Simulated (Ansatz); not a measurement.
# SnO: a single-point run

Wanted: a converged single-point run for SnO, and a check of what comes out. The structure is shown as the input types it. The cell is built on a prototype (NiAs type) and needn't be the phase found in nature.

Computed with Ansatz 0.2.0 (density functional or hybrid calculation with the settings of its input, plane waves (as first typed), unless a step's input says otherwise).

## Step 1: The system as given

Symmetry: P6_3/mmc, No. 194, hexagonal system. The conventional cell has a = 3.423 Å, b = 3.423 Å, c = 6.418 Å, α = 90.00°, β = 90.00°, γ = 120.00°. Around Sn (site symmetry -3m) lie 6 O at 2.55 Å. O (site symmetry -6m2) is surrounded by 6 Sn at 2.55 Å.

As a file:

```
CELL_PARAMETERS angstrom
3.42327 0.00000 0.00000
-1.71164 2.96464 0.00000
0.00000 0.00000 6.41796
ATOMIC_POSITIONS crystal
Sn 0.00000 0.00000 0.00000
Sn 0.00000 0.00000 0.50000
O 0.33333 0.66667 0.25000
O 0.66667 0.33333 0.75000
```

## Step 2: The run

File input.yaml:

```yaml
crystal:
  lattice:
    - [3.4232701772, 0.0, 0.0]
    - [-1.7116350886, 2.9646389374, 0.0]
    - [0.0, 0.0, 6.417955429]
  atoms:
    - { symbol: Sn, position: [0.0, 0.0, 0.0] }
    - { symbol: Sn, position: [0.0, 0.0, 0.5] }
    - { symbol: O, position: [0.3333333333, 0.6666666667, 0.25] }
    - { symbol: O, position: [0.6666666667, 0.3333333333, 0.75] }
kpoints:
  mp_grid: { grid: [6, 6, 4] }
hamiltonian:
  xc: r2scan
scf:
  occupations: { method: fermi_dirac, width: 0.02 }
  n_extra_bands: 5
  mixing: { beta: 0.005 }
  max_iter: 57
output:
  forces: true
  stress: true
  eigenvalues: true
```

Run with:

```console
ansatz run input.yaml --threads 4 --pin off --max-ram 3686MiB --backend cpu --events-out ev --progress --plain --runs-dir out
```

**Question.** How will this run end, and is anything wrong with its input?

The run converged and reported no error. Convergence says nothing about whether the input makes sense.

In the input, scf.mixing.beta is 0.005. What could go wrong: mixing too weak. Here it converged all the same; such a setting changes the road, not the converged state.

The test: delete scf.mixing.beta (the default then holds).
